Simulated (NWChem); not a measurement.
# B3LYP/6-31G(d) (spherical functions) run of SiH2Br2 (dibromosilane)

Aim: the vertical ionisation energy of SiH2Br2 (dibromosilane) at B3LYP/6-31G* (spherical functions), from 2 runs. 

The results are computed with NWChem 7.3.0.

4 further runs of the same task are left out: 3 that didn't finish, 1 set aside as unsound or not needed. Runs told in other sessions of the task aren't counted.

## 1. Starting point

SiH2Br2: 5 atoms, total charge 0, spin state singlet. As SMILES, `Br[SiH2]Br`. The coordinates come from a PBE0-D4/def2-TZVP relaxation.

Bond lengths: Br1–Si2 2.207 Å, Si2–Br3 2.207 Å, Si2–H4 1.476 Å, Si2–H5 1.476 Å. Angles: Br1–Si2–Br3 110.8°, Br1–Si2–H4 108.4°, Br1–Si2–H5 108.4°, Br3–Si2–H4 108.4°, Br3–Si2–H5 108.4°, H4–Si2–H5 112.5°.

## 2. Energy and forces at B3LYP/6-31G(d) (spherical functions)

Input file br2h2si.xyz:

```xyz
5
Br2H2Si B3LYP
Br    -1.672690    -1.239290     0.362310
Si     0.158230    -0.046290     0.054680
Br    -0.295570     1.814160    -1.042010
H      1.103430    -0.843230    -0.751710
H      0.706590     0.314640     1.376730
```

Input file br2h2si.nw:

```
echo
start br2h2si
title "Br2H2Si B3LYP"
memory stack 880 mb heap 220 mb global 1100 mb
geometry units angstrom noautosym nocenter noautoz
   load format xyz br2h2si.xyz
end
basis spherical bse
   * library 6-31G*
end
dft
   xc b3lyp
   mult 1
   grid xfine
   convergence energy 1e-08
   iterations 100
   mulliken
end
task dft gradient
```

The run is started by

```
$ nwchem br2h2si.nw > br2h2si.out
```

The log of the run:

```text
[...]
          Wavefunction type:  closed shell.
          No. of atoms     :     5
          No. of electrons :    86
[...]
          Charge           :     0
          Spin multiplicity:     1
[...]
          AO basis - number of functions:    86
[...]
              XC Information
              --------------
                         B3LYP Method XC Potential
                     Hartree-Fock (Exact) Exchange  0.200
                        Slater Exchange Functional  0.800 local
                    Becke 1988 Exchange Functional  0.720 non-local
              Lee-Yang-Parr Correlation Functional  0.810
                  VWN I RPA Correlation Functional  0.190 local
[...]
 d= 0,ls=0.0,diis     1  -5438.4721537042 -5.89D+03  1.36D-02  4.38D-01     5.5
[...]
 d= 0,ls=0.0,diis     8  -5438.5276871322 -4.04D-10  1.32D-06  7.51D-09    28.2
         Total DFT energy =    -5438.527687132198
      One electron energy =    -8459.990266907071
           Coulomb energy =     2777.602023167790
    Exchange-Corr. energy =     -204.418738684190
 Nuclear repulsion energy =      448.279295291273
[...]
      Total Density - Mulliken Population Analysis
     ---------------------------------------------
    Atom       Charge   Shell Charges
 -----------   ------   -------------------------------------------------------
    1 Br  35    35.20   2.00  2.00  6.00  2.00  5.99  1.64  3.87  0.32  1.37  6.95  2.92  0.16
    2 Si  14    13.54   2.00  2.00  5.96  1.05  1.83  0.20  0.29  0.21
    3 Br  35    35.20   2.00  2.00  6.00  2.00  5.99  1.64  3.87  0.32  1.37  6.95  2.92  0.16
    4 H    1     1.03   0.51  0.52
    5 H    1     1.03   0.51  0.52
[...]
  wavefunction    = closed shell
                         DFT ENERGY GRADIENTS
    atom               coordinates                        gradient
                 x          y          z           x          y          z
   1 Br     -3.160926  -2.341919   0.684667    0.006862   0.005495  -0.001710
   2 Si      0.299011  -0.087475   0.103330   -0.006235   0.001818  -0.002153
   3 Br     -0.558546   3.428265  -1.969113    0.000897  -0.007776   0.004398
   4 H       2.085180  -1.593474  -1.420526   -0.000806   0.000361  -0.000030
   5 H       1.335261   0.594583   2.601642   -0.000717   0.000102  -0.000505
[...]
```

Wall time 41 s (1 thread of Intel Xeon at 2.60GHz (Ice Lake), shared host); peak memory 0.13 GiB.

## 3. The doublet cation: the energy at UB3LYP/6-31G(d) (spherical functions)

Input file test.nw:

```
START test
TITLE "Br2H2Si"
memory 2200 mb
charge 1

GEOMETRY units angstroms noautosym nocenter noautoz
   Br      -1.672690      -1.239290       0.362310
   Si       0.158230      -0.046290       0.054680
   Br      -0.295570       1.814160      -1.042010
   H        1.103430      -0.843230      -0.751710
   H        0.706590       0.314640       1.376730
END

BASIS spherical bse
   Br library 6-31G*
   Si library 6-31G*
   H library 6-31G*
END

DFT
   xc b3lyp
   mult 2
   grid xfine
   convergence energy 1e-08
   maxiter 100
   mulliken
END

TASK dft energy
```

The run is started by

```
$ nwchem test.nw > test.out
```

The log of the run:

```text
[...]
          Wavefunction type:  spin polarized.
          No. of atoms     :     5
          No. of electrons :    85
[...]
          Charge           :     1
          Spin multiplicity:     2
[...]
          AO basis - number of functions:    86
[...]
              XC Information
              --------------
                         B3LYP Method XC Potential
                     Hartree-Fock (Exact) Exchange  0.200
                        Slater Exchange Functional  0.800 local
                    Becke 1988 Exchange Functional  0.720 non-local
              Lee-Yang-Parr Correlation Functional  0.810
                  VWN I RPA Correlation Functional  0.190 local
[...]
 d= 0,ls=0.0,diis     1  -5437.7609840163 -5.89D+03  1.92D-02  1.75D+00     6.6
[...]
 d= 0,ls=0.5,diis    27  -5438.1349593389 -7.39D-09  2.55D-08  1.05D-09   126.1
[...]
         Total DFT energy =    -5438.134959343325
      One electron energy =    -8438.960656275838
           Coulomb energy =     2756.643958771595
    Exchange-Corr. energy =     -204.097557130356
 Nuclear repulsion energy =      448.279295291273
[...]
      Total Density - Mulliken Population Analysis
     ---------------------------------------------
    Atom       Charge   Shell Charges
 -----------   ------   -------------------------------------------------------
    1 Br  35    34.77   2.00  2.00  6.00  2.00  5.99  1.69  3.76  0.27  1.04  6.95  2.92  0.16
    2 Si  14    13.55   2.00  2.00  5.96  1.08  1.87  0.21  0.22  0.20
    3 Br  35    34.77   2.00  2.00  6.00  2.00  5.99  1.69  3.76  0.27  1.04  6.95  2.92  0.16
    4 H    1     0.96   0.50  0.46
    5 H    1     0.96   0.50  0.46
[...]
      <S2> =      0.7547 (Exact =     0.7500)
[...]
```

Run time: 2.2 min. Hardware: 1 thread of Intel Xeon at 2.60GHz (Ice Lake), shared host; peak memory 0.13 GiB.

## 4. What came out

At B3LYP/6-31G* (spherical functions):

```
                                          quantity           value
                     singlet SiH2Br2: total energy  -5438.52769 Eh
                    singlet SiH2Br2: dipole moment          1.40 D
                      singlet SiH2Br2: HOMO energy        -8.32 eV
                      singlet SiH2Br2: LUMO energy        -0.86 eV
                    singlet SiH2Br2: HOMO–LUMO gap         7.46 eV
         singlet SiH2Br2: largest force on an atom      0.462 eV/Å
                      doublet cation: total energy  -5438.13496 Eh
doublet cation: HOMO energy (highest over α and β)       -14.16 eV
 doublet cation: LUMO energy (lowest over α and β)       -13.06 eV
                              doublet cation: ⟨S²⟩           0.755
vertical ionisation energy (to the doublet cation)       10.687 eV
```

What this shows: Removing an electron at fixed nuclei costs 10.69 eV (1031 kJ/mol). The largest force (singlet SiH2Br2) is 0.46 eV/Å: the shape isn't a stationary point for this species at this level. The negative HOMO energy of the first species, 8.32 eV, lies 2.37 eV below that difference. Mulliken charges (singlet SiH2Br2) run from -0.20 on Br1 to +0.46 on Si2. Mulliken charges (doublet cation) run from +0.04 on H4 to +0.45 on Si2; they depend strongly on the basis.
